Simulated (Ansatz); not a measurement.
# Si2F3: the cost of one run

Program: Ansatz 0.2.0. Level of theory: DFT PBE, scalar-relativistic, plane waves, PAW. These are calculated values, not measurements.

## Step 1: The structure to begin with

Symmetry: C2/m, No. 12, monoclinic system. Conventional cell: a = 5.011 Å, b = 2.646 Å, c = 10.077 Å, α = 90.00°, β = 96.92°, γ = 90.00°. Si (site symmetry m) is surrounded by 2 F at 1.96 Å. F (site symmetry 2/m) is surrounded by 4 Si at 2.33 Å and 2 F at 2.65 Å. F (site symmetry m) has 2 Si at 1.96 Å in its first shell of neighbours.

Structure file:

```xyz
5
Lattice="2.5053 -1.3230 -0.0085 2.5053 1.3230 -0.0085 -1.1800 0.0000 10.0080" Properties=species:S:1:pos:R:3 pbc="T T T"
Si    1.9087    0.0000    3.0733
Si    1.9220    0.0000    6.9176
F    -0.5900    0.0000    5.0040
F    -0.5783    0.0000    8.3752
F     4.4091    0.0000    1.6158
```

The cell was relaxed beforehand at this level, from a database cell with other species swapped in; it needn't be the stable form of this composition. At a tolerance of 0.05 Å it has space group C2/m (No. 12); it has 13.26 Å³/atom, an uncorrected energy of -1.28 eV/atom over the elements.

## Step 2: Electronic structure at the relaxed geometry

The input, input.yaml:

```yaml
crystal:
  lattice:
    - [2.5053389559, -1.3229754456, -0.0085040277]
    - [2.5053389559, 1.3229754456, -0.0085040277]
    - [-1.1799543122, 0.0, 10.0079507574]
  atoms:
    - { symbol: Si, position: [0.4534318922, 0.4534318922, 0.3078587221] }
    - { symbol: Si, position: [0.5465681078, 0.5465681078, 0.6921412779] }
    - { symbol: F, position: [0.0, 0.0, 0.5] }
    - { symbol: F, position: [0.0816784595, 0.0816784595, 0.836992096] }
    - { symbol: F, position: [0.9183215405, 0.9183215405, 0.163007904] }
basis:
  ecutwfc: 420
kpoints:
  mp_grid: { grid: [16, 16, 4] }
  band_path:
    path:
      - [[0.0, 0.0, 0.0], [-0.32073816, 0.32073816, 0.0]]
      - [[-0.67926184, -0.32073816, 0.0], [-0.5, -0.5, 0.0], [0.0, 0.0, 0.0], [-0.5, -0.5, 0.5], [-0.68349882, -0.31650118, 0.5]]
      - [[-0.31650118, 0.31650118, 0.5], [0.0, 0.0, 0.5], [0.0, 0.0, 0.0]]
      - [[-0.5, 0.0, 0.5], [0.0, 0.0, 0.0], [-0.5, 0.0, 0.0]]
    npoints: 14
hamiltonian:
  xc: pbe
scf:
  occupations: { method: gaussian, width: 0.1 }
  n_extra_bands: 12
output:
  forces: true
  stress: true
  eigenvalues: true
  populations: true
  dos: { projected: true, de: 0.02, nscf_kmesh: { grid: [20, 20, 5] } }
  bader: true
  write_density: true
  write_potential: true
  elf: true
  volumetric_format: npy
```

On the command line:

```
$ ansatz run input.yaml --threads 1 --pin off --max-ram 2560MiB --backend cpu --events-out ev --progress --plain --runs-dir out
```

What time and memory should one allow on 1 thread of Intel Xeon at 2.50GHz (Skylake/Cascade Lake), shared host?

About 3.6 min, with a peak of 0.82 GiB.
